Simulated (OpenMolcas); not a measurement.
# W⁴⁺ among point charges: CASSCF levels and susceptibility

How does a field of 5 point charges split the states of W⁴⁺, and what χT follows?

Method: state-averaged CASSCF, spin-orbit coupling by RASSI with atomic mean-field integrals. Code: OpenMolcas 26.06.

## (1) What is computed

```
Species                           : W⁴⁺ (tungsten, Z = 74, 70 electrons)
Basis                             : ANO-RCC-VTZP [8s7p5d3f2g1h], 104 functions
Scalar Hamiltonian                : DKH2, point nucleus
Inactive shells                   : 1s 2s 2p 3s 3p 3d 4s 4p 4d 4f 5s 5p
Active space                      : 2 electrons in 5 orbitals (5d)
Some configurations of this space : 5d2
Orbitals                          : optimised for each spin and parity, averaged over all roots
```

The outer shells:

5d2
```
5d [↑ ][↑ ][  ][  ][  ]
```

The ion sits among 5 point charges of -1.5 e arranged as a trigonal bipyramid (D3h), 1.74 Å from the ion, with the axial distance 1.705 Å. The active orbitals were held to one l.

The work runs as a chain of OpenMolcas steps in one folder; each step below is one input file. The outputs are cut to the sections that carry results. Labels, J, g values, rates, χT and fits are worked out afterwards by a script from the matrices that RASSI stores.

## (2) Basis and integrals

Contents of a.inp:

```
&GATEWAY
Coord
1

W 0.0 0.0 0.0
Basis=ANO-RCC-VTZP
Group=NoSym
NoMove
AngMom=0.0 0.0 0.0
AMFI
XField
5 Angstrom 0
1.740000 0.000000 0.000000 -1.500000
-0.870000 1.506884 0.000000 -1.500000
-0.870000 -1.506884 0.000000 -1.500000
0.000000 0.000000 1.705200 -1.500000
0.000000 0.000000 -1.705200 -1.500000
&SEWARD
```

The run is started by

```
$ OMP_NUM_THREADS=1 MOLCAS_MEM=1689 MOLCAS_PROJECT=a pymolcas a.inp > a.log
```

## (3) CASSCF: triplets, 10 roots

Contents of a.inp:

```
&RASSCF
FileOrb=start.orb
Symmetry=1
Spin=3
nActEl=2 0 0
Inactive=34
Ras2=5
CIRoot=10 10 1
SDav=10
CIMx=300
Iter=120 100
PrWF=0.3
OrbListing=Nothing
MaxOrb=0
SupSym
1
25 10 11 12 13 14 19 20 21 22 23 35 36 37 38 39 52 53 54 55 56 57 58 59
60 61
>>> COPY $Project.JobIph JOB001
```

start.orb holds the contracted functions of the basis, ordered by shell, or the orbitals of the step before.

## (4) Reference wave functions, singlets, 15 roots

Contents of a.inp:

```
&RASSCF
FileOrb=start.orb
Symmetry=1
Spin=1
nActEl=2 0 0
Inactive=34
Ras2=5
CIRoot=15 15 1
SDav=15
CIMx=300
Iter=120 100
PrWF=0.3
OrbListing=Nothing
MaxOrb=0
SupSym
1
25 10 11 12 13 14 19 20 21 22 23 35 36 37 38 39 52 53 54 55 56 57 58 59
60 61
>>> COPY $Project.JobIph JOB002
```

## (5) RASSI: spin-orbit coupling between the states

Contents of a.inp:

```
&RASSI
NrOfJobIphs=2 10 15
1 2 3 4 5 6 7 8 9 10
1 2 3 4 5 6 7 8 9 10 11 12 13 14 15
IphNames
JOB001
JOB002
EJob
SpinOrbit
DIPRint=1.0
SOCoupling=1000.0
Subsets=2
Property=9
'ANGMOM' 1 'ANGMOM' 2 'ANGMOM' 3 'MLTPL  1' 1 'MLTPL  1' 2 'MLTPL  1' 3
'AMFI' 1 'AMFI' 2 'AMFI' 3
SOProperty=3
'ANGMOM' 1 'ANGMOM' 2 'ANGMOM' 3
```

**Question.** What will these runs give? Wanted: spin-free ground state; first state of the same spin within the active space; lowest level; next level.

The runs gave:

| quantity | value |
| --- | --- |
| method | CASSCF |
| spin-free ground state | 3A2, 1-fold in its orbital part |
| first state of the same spin within the active space | triplet at 2480 cm⁻¹ |
| lowest level | 1-fold A1 |
| next level | 550.7 cm⁻¹ |
| χT at 300 K | 0.05 cm³ K/mol |
| effective moment at 300 K | 0.64 μB |

**Reading.** The spin-free ground state (3A2) comes to 97 % from free-ion F terms and keeps the highest spin of the shell. χT at 300 K is 0.05, against 1.00 cm³ K/mol for the spin alone, so orbital moment, zero-field splitting or mixing of spin states lowers it. Point charges leave out covalency, so the field and the spin state can differ from those of real complexes. Point charges carry no covalency, so the field is a model and not that of real ligands.
